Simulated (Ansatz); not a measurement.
# C2H5Sn+ (SMILES [CH+]=[CH][SnH3]): functionals against CCSD(T) at one geometry

How do the functionals fare away from a minimum? The structure is a structure displaced at random from a GFN2-xTB minimum.

Method: single points in def2-TZVPP; program: Ansatz 0.2.0, Gaussian basis.

Cores are frozen in the correlated methods. Filled d shells of the heavier atoms are correlated. Core potentials replace the inner electrons past krypton, and spin-orbit coupling is left out. B3LYP uses VWN-RPA correlation.

## Step 1: The starting structure

SMILES `[CH+]=[CH][SnH3]`, 8 atoms, charge 1, spin multiplicity 1.

Atoms are counted from 1 here; the program's logs count them from 0.

Bond lengths: C1–C2 1.029 Å, C1–Sn3 2.596 Å, C1–H4 1.075 Å, C2–H5 1.214 Å, Sn3–H6 1.877 Å, Sn3–H7 1.705 Å, Sn3–H8 1.634 Å. Angles: C2–C1–Sn3 86.5°, C2–C1–H4 154.5°, Sn3–C1–H4 93.1°, C1–C2–H5 160.7°, C1–Sn3–H6 80.7°, C1–Sn3–H7 109.5°, C1–Sn3–H8 95.0°, H6–Sn3–H7 109.7°, H6–Sn3–H8 125.2°, H7–Sn3–H8 122.7°.

As a file:

```xyz
8
C2H5Sn
C    -0.89530    0.27420   -1.08730
C     0.01970    0.58060   -1.44370
Sn    0.37960   -0.55510    1.01700
H    -1.81870    0.39900   -0.55140
H     1.05280    0.60030   -2.08180
H    -0.30080    1.05870    1.69200
H     2.05830   -0.40950    0.75990
H    -0.38100   -1.99940    1.08280
```

## Step 2: CCSD(T)/def2-TZVPP

run/in.yaml reads:

```yaml
crystal:
  periodic: [false, false, false]
  atoms:
    - {symbol: C, position_ang: [-0.895300, 0.274200, -1.087300]}
    - {symbol: C, position_ang: [0.019700, 0.580600, -1.443700]}
    - {symbol: Sn, position_ang: [0.379600, -0.555100, 1.017000]}
    - {symbol: H, position_ang: [-1.818700, 0.399000, -0.551400]}
    - {symbol: H, position_ang: [1.052800, 0.600300, -2.081800]}
    - {symbol: H, position_ang: [-0.300800, 1.058700, 1.692000]}
    - {symbol: H, position_ang: [2.058300, -0.409500, 0.759900]}
    - {symbol: H, position_ang: [-0.381000, -1.999400, 1.082800]}
basis:
  gaussian: {orbitals: def2-TZVPP}
total_charge: 1
correlation: {method: ccsd_t}
output: {forces: true}
```

The command line of these runs was not kept.

## Step 3: PBE0-D4/def2-TZVPP

run/in.yaml: that of step 2 with these lines changed.

```diff
@@ -14,3 +14,3 @@
 total_charge: 1
-correlation: {method: ccsd_t}
-output: {forces: true}
+hamiltonian: {xc: pbe0, dispersion: d4}
+output: {forces: true, orbitals: {seedname: orbitals}}
```

## Step 4: wB97M-V/def2-TZVPP

run/in.yaml: that of step 3 with these lines changed.

```diff
@@ -14,3 +14,3 @@
 total_charge: 1
-hamiltonian: {xc: pbe0, dispersion: d4}
-output: {forces: true, orbitals: {seedname: orbitals}}
+hamiltonian: {xc: {name: wB97M-V}}
+output: {forces: true}
```

## Step 5: r2SCAN-D4/def2-TZVPP

run/in.yaml: that of step 4 with these lines changed.

```diff
@@ -14,3 +14,3 @@
 total_charge: 1
-hamiltonian: {xc: {name: wB97M-V}}
+hamiltonian: {xc: r2scan, dispersion: d4}
 output: {forces: true}
```

## Step 6: PBE-D4/def2-TZVPP

run/in.yaml: that of step 5 with these lines changed.

```diff
@@ -14,3 +14,3 @@
 total_charge: 1
-hamiltonian: {xc: r2scan, dispersion: d4}
+hamiltonian: {xc: pbe, dispersion: d4}
 output: {forces: true}
```

## Step 7: CAM-B3LYP-D4/def2-TZVPP

run/in.yaml: that of step 6 with these lines changed.

```diff
@@ -14,3 +14,3 @@
 total_charge: 1
-hamiltonian: {xc: pbe, dispersion: d4}
+hamiltonian: {xc: {name: CAM-B3LYP}, dispersion: d4}
 output: {forces: true}
```

## Step 8: B3LYP-D4/def2-TZVPP

run/in.yaml: that of step 7 with these lines changed.

```diff
@@ -14,3 +14,3 @@
 total_charge: 1
-hamiltonian: {xc: {name: CAM-B3LYP}, dispersion: d4}
+hamiltonian: {xc: {name: B3LYP}, dispersion: d4}
 output: {forces: true}
```

(Steps that only read results are left out.)

**Question.** What will these runs give? Wanted: energy less free atoms, CCSD(T)/def2-TZVPP; RMS force component; RMS force error; HOMO and LUMO, PBE0-D4; T1 diagnostic.

As calculated:

| quantity | value |
| --- | --- |
| energy less free atoms, CCSD(T)/def2-TZVPP | -1445.0 kJ/mol |
| RMS force component | 9.838 to 10.416 eV/Å over the methods |
| RMS force error | PBE0-D4 0.337, wB97M-V 0.397, r2SCAN-D4 0.286, PBE-D4 0.226, CAM-B3LYP-D4 0.593, B3LYP-D4 0.451 eV/Å |
| HOMO and LUMO, PBE0-D4 | -14.33 and -7.24 eV |
| T1 diagnostic | 0.012 |

What this shows: Against CCSD(T) the functionals' energies less atoms differ by -93.8 to -55.2 kJ/mol, PBE-D4 by -93.8 kJ/mol. A larger basis would deepen the CCSD(T) value, while the functionals are nearly converged already, so the order here is not reliable. For forces PBE-D4 does best and CAM-B3LYP-D4 worst. Frozen-core CCSD(T) forces in triple zeta carry basis errors of their own, and this is one geometry, so small gaps rank nothing.
